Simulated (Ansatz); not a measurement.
Runs of Ansatz 0.2.0 on Zr3MoC. Symmetry: Pm-3m, No. 221, cubic system. Conventional cell: a = 4.943 Å, b = 4.943 Å, c = 4.943 Å, α = 90.00°, β = 90.00°, γ = 90.00°. Zr (site symmetry 4/mmm) has 2 Mo at 2.47 Å as nearest neighbours. Around Mo (site symmetry m-3m) lie 6 Zr at 2.47 Å. C (site symmetry m-3m) has 12 Zr at 3.49 Å as nearest neighbours. The cell was built by a generator and needn't be a form met in nature.

```tsv
level	gap on the mesh (eV)	pressure (GPa)	relaxed volume (Å³/atom)
PBEsol	none	0.0	(b)
LDA	none	0.0	22.77
PBE	none	0.0	24.39
revPBE	none	0.0	24.82
RPBE	none	0.0	(a)
PBE+D4	none	0.0	23.89
```

Alike in all rows: task relaxation of cell and atoms; potentials or basis Ansatz PAW; no spin polarisation; cell relaxed; k mesh 5 × 5 × 5; cutoff (eV) 420; smearing fermi-dirac 0.05 eV.

Fill in the values left out.

(a) 24.98; (b) 23.40.

Caveats: the plane-wave basis is chosen anew once the cell has moved, so the energies of steps on either side of that aren't comparable; the PAW data sets come from PBE, with cores solved anew for the run's functional, which leaves a small shift of forces and pressure (some runs); pairwise dispersion overbinds metals, which lowers pressure and volume (some runs).

A k mesh can miss the band edges, and the runs leave out spin-orbit coupling on Mo, Zr.

A gap of «none» marks a metal or a gap under the smearing width.
